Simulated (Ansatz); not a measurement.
Input of an Ansatz 0.2.0 run:

The input input.yaml:

```yaml
crystal:
  lattice:
    - [3.4928246563, 0.0, 0.0]
    - [-1.7464123282, 3.0248748834, 0.0]
    - [0.0, 0.0, 23.5556381691]
  atoms:
    - { symbol: Pb, position: [0.6666666667, 0.3333333333, 0.3183951097] }
    - { symbol: Pb, position: [0.3333333333, 0.6666666667, 0.4394650366] }
    - { symbol: Pb, position: [0.0, 0.0, 0.5605349634] }
    - { symbol: Pb, position: [0.6666666667, 0.3333333333, 0.6816048903] }
hamiltonian:
  xc: pbe
  pseudopotentials: { kind: nc, accuracy: stringent }
kpoints:
  mp_grid: { grid: [9, 9, 1] }
scf:
  occupations: { method: fermi_dirac, width: 0.05 }
output:
  forces: true
  eigenvalues: true
  write_density: true
  write_potential: true
  elf: true
  volumetric_format: npy
efield:
  axis: 3
  dipole_correction: true
  ramp_width: 0.04
```

Potentials or basis: PseudoDojo stringent (PBE files).

Command:

```bash
$ ansatz run input.yaml --threads 4 --pin off --max-ram 11264MiB --backend cpu --events-out ev --progress --plain --runs-dir out
```

Predict the work function of the upper face.

3.73 eV.

Estimate the band gap on the k mesh.

none (metal or under the smearing width).

Estimate the dipole across the slab.

0.000 e·Å.

Forces in eV/Å, atoms in the order of the input:
```
Pb   0.000  0.000  0.065
Pb   0.000  0.000 -0.308
Pb   0.000  0.000  0.308
Pb   0.000  0.000 -0.065
```

The run has no spin-orbit coupling, so splittings on Pb are missing.
